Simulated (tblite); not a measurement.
# C3H14Ge2OSi: the cost of one run

Programs: tblite 0.8.0 and PySCF 2.14.0, with density-fitted response routines of our own. Each step states its level of theory. These are calculated values for one molecule in the gas phase, unless marked as measured. Atoms are numbered from 0 throughout.

### 1 Starting geometry

21 atoms, charge 0, multiplicity 1; geometry from: force field or distance geometry start.

Bonds of the start (Å): C0–Ge1 1.94, Ge1–Si2 2.31, Si2–C3 1.89, C3–C4 1.54, C3–O5 1.41, O5–Ge6 1.81, C0–H7 1.11, C0–H8 1.11, C0–H9 1.12, Ge1–H10 1.56, Ge1–H11 1.54, Si2–H12 1.47, Si2–H13 1.47, C3–H14 1.11, C4–H15 1.11, C4–H16 1.11, C4–H17 1.11, Ge6–H18 1.55, Ge6–H19 1.54, Ge6–H20 1.56.

### 2 Relaxing the molecule with GFN2-xTB

Job settings and geometry (Å):

```
{"job": {"kind": "relax", "xc": "GFN2-xTB", "basis": "xTB"}, "charge": 0, "multiplicity": 1}
C      2.608300     1.103200     0.173400
Ge     2.292100    -0.529900    -0.833700
Si     0.489700    -1.657600     0.070500
C     -1.028600    -0.538100    -0.022000
C     -2.256600    -1.313600     0.486900
O     -0.794400     0.571800     0.810400
Ge    -1.580100     2.035200     0.101500
H      2.736800     0.869800     1.253400
H      3.517400     1.604000    -0.206600
H      1.724700     1.780000     0.053800
H      3.550700    -1.438100    -0.730100
H      2.008200    -0.191500    -2.305700
H      0.753100    -2.005200     1.477400
H      0.239600    -2.877700    -0.714000
H     -1.156100    -0.279200    -1.088900
H     -2.128700    -1.613000     1.553200
H     -2.419500    -2.215200    -0.138000
H     -3.160500    -0.678200     0.402000
H     -3.101400     1.791200    -0.068600
H     -0.932000     2.354600    -1.262100
H     -1.371600     3.244500     1.059500
```

Command:

```sh
OMP_NUM_THREADS=1 python probes_run.py task.json out
```

This one command runs all jobs of the session in turn.

**Question.** How long does this first job take on 1 thread of Arm Neoverse V1, shared host, and how much memory does it need?

About 2.5 s, with a peak of 0.18 GiB.
